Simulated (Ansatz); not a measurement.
# BFGeH₄, SMILES F[BH][GeH3]: energies of removing a hydrogen

Computed with Ansatz 0.2.0 through its Python package.

Interactive session:
```pycon
>>> import ansatz
>>> from ase import Atoms
>>> BASIS = 'def2-TZVP'
>>> XC = 'r2SCAN'
>>> def energy(molecule, charge=0, unpaired=0):
...     calc = (
...         molecule.calculation()
...         .basis(gaussian=BASIS)
...         .functional(XC)
...         .scf(lower_state_search='standard')
...     )
...     if charge:
...         calc = calc.charge(charge)
...     if unpaired:
...         calc = calc.spin('collinear', total=unpaired)
...     report = calc.run().report
...     if report['published_state_doubts']:
...         print('  doubts:', report['published_state_doubts'])
...     return report['free_energy_ev']
...
>>> def without(molecule, index):
...     rest = ansatz.Crystal.molecule()
...     for i, site in enumerate(molecule.cartesian_sites):
...         if i != index:
...             rest = rest.atom(site.symbol, site.position_ang)
...     return rest
...
>>> atoms = Atoms(['F', 'B', 'Ge', 'H', 'H', 'H', 'H'], positions=[
...     [-1.6242, -1.4719, 0.5866],
...     [-0.319, -1.1415, 0.1741],
...     [0.2263, 0.7714, -0.155],
...     [0.533, -2.0084, 0.0293],
...     [1.754, 0.7894, -0.5747],
...     [0.069, 1.6034, 1.1605],
...     [-0.5779, 1.3896, -1.2665],
... ])
>>> bfgeh4 = ansatz.Crystal.molecule_from_ase(atoms)
>>> whole = energy(bfgeh4, 0)

>>> hydrogen = energy(ansatz.Crystal.molecule().atom('H', (0, 0, 0)), 0, 1)
>>> print(f'E(molecule) = {whole:.5f} eV, E(H) = {hydrogen:.5f} eV')
E(molecule) = -59976.49882 eV, E(H) = -13.60370 eV
>>> for index in [3, 6]:
...     radical = energy(without(bfgeh4, index), 0, 1)
...     print(f'H{index}: homolysis {96.485332 * (radical + hydrogen - whole):.1f} kJ/mol')
...
H3: homolysis 419.4 kJ/mol
H6: homolysis 337.3 kJ/mol
```

The settings weren't tested for convergence. The geometry is a force-field or estimated start, not a minimum of this method, and the basis set is short of its limit. All parts are taken at fixed geometry, without zero-point energy. Wall time of the script: 26 s on 1 thread of Arm Neoverse V1, on a shared host, peak memory 0.27 GiB.

(Lines on the test bed's own set-up are left out of the output.)
